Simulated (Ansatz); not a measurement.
# AlGaHF (singlet): from Hartree-Fock to the top rungs at a displaced geometry (v2), cc-pVDZ

One table from this session's results is given with a row withheld; the runs are named, their logs left out.

Program: Ansatz 0.2.0, Gaussian basis. Level of theory: cc-pVDZ, core rule «outside noble gas», up to 20 orbitals frozen. These are calculated values, not measurements.

To be run: UHF; CCSD(T) on RHF; CCSD(T) on UHF; BCCD(T) on RHF; CISD; CCSDT(Q) on RHF; CCSDT(Q) on UHF; CASSCF and MRCISD+Q, 8 electrons in 8 orbitals; CASSCF and NEVPT2, 8 electrons in 8 orbitals.

22 further runs of the same task are left out: 2 for a known fault of the program, 7 that didn't finish, 13 set aside as unsound or not needed.

**What is computed**

The geometry is a PBE0/def2-TZVP stationary point (not a proven minimum) with its atoms shifted at random (size 0.100 Å). No spin-orbit coupling is included. The filled d shell of Ga may be among the frozen orbitals whatever the setting's name suggests; the logs give the count.

4 atoms, charge 0, spin multiplicity 1.

Atoms are counted from 1 here; the program's logs count them from 0.

Bond lengths: F1–Al2 1.655 Å, Al2–Ga3 2.662 Å, Al2–H4 1.883 Å, Ga3–H4 1.831 Å. Angles: F1–Al2–Ga3 150.1°, F1–Al2–H4 107.0°, Ga3–Al2–H4 43.4°, Al2–Ga3–H4 45.0°, Al2–H4–Ga3 91.6°.

The first run:

File in.yaml:

```yaml
crystal:
  periodic: [false, false, false]
  atoms:
    - {symbol: F, position_ang: [0.090883, 0.291150, 2.868478]}
    - {symbol: Al, position_ang: [-0.073991, -0.315309, 1.337554]}
    - {symbol: Ga, position_ang: [0.002629, 0.026236, -1.301404]}
    - {symbol: H, position_ang: [0.085738, 1.137873, 0.150821]}
basis:
  gaussian: {orbitals: cc-pVDZ}
magnetization: {spin_polarized: true, initial_magnetization: 0}
hamiltonian: {xc: hf}
output: {orbitals: {seedname: orbitals}}
```

On the command line:

```console
$ ansatz run in.yaml --threads 1 --pin off --events-out ev --progress --plain --max-ram 2393MiB
```

Among the steps run: UHF; CCSD(T) on RHF; CCSD(T) on UHF; BCCD(T) on RHF; CISD; CCSDT(Q) on RHF; CCSDT(Q) on UHF; CASSCF and MRCISD+Q, 8 electrons in 8 orbitals; CASSCF and NEVPT2, 8 electrons in 8 orbitals.

One of the session's tables, all rows but one given; the rest of the session is left out.

```
           method  from RCCSDT(Q) (meV)
              RHF               +9149.3
              UHF               +9146.1
             RMP2               +1038.5
            RCCSD                +258.9
         RCCSD(T)                 +52.4
          BCCD(T)                 +47.2
           RCCSDT                 +22.2
        RCCSDT(Q)                     0
  CASSCF frontier               +5501.7
  MRCISD frontier                +592.3
MRCISD+Q frontier                     ?
```

**Question.** Estimate the row for MRCISD+Q frontier.

As computed: from RCCSDT(Q) (meV): +57.8. In the column «from RCCSDT(Q) (meV)» it lies between RCCSD(T) (+52.4) and RCCSD (+258.9).

Not comparable, so not listed: CCSD(T) on UHF; CASSCF and NEVPT2, 8 electrons in 8 orbitals (they don't share determinant, frozen orbitals or solution with the rows shown, or repeat one).

Caveats from the session: Warnings: restricted reference is unstable. Warnings in the runs' records: passed over end.
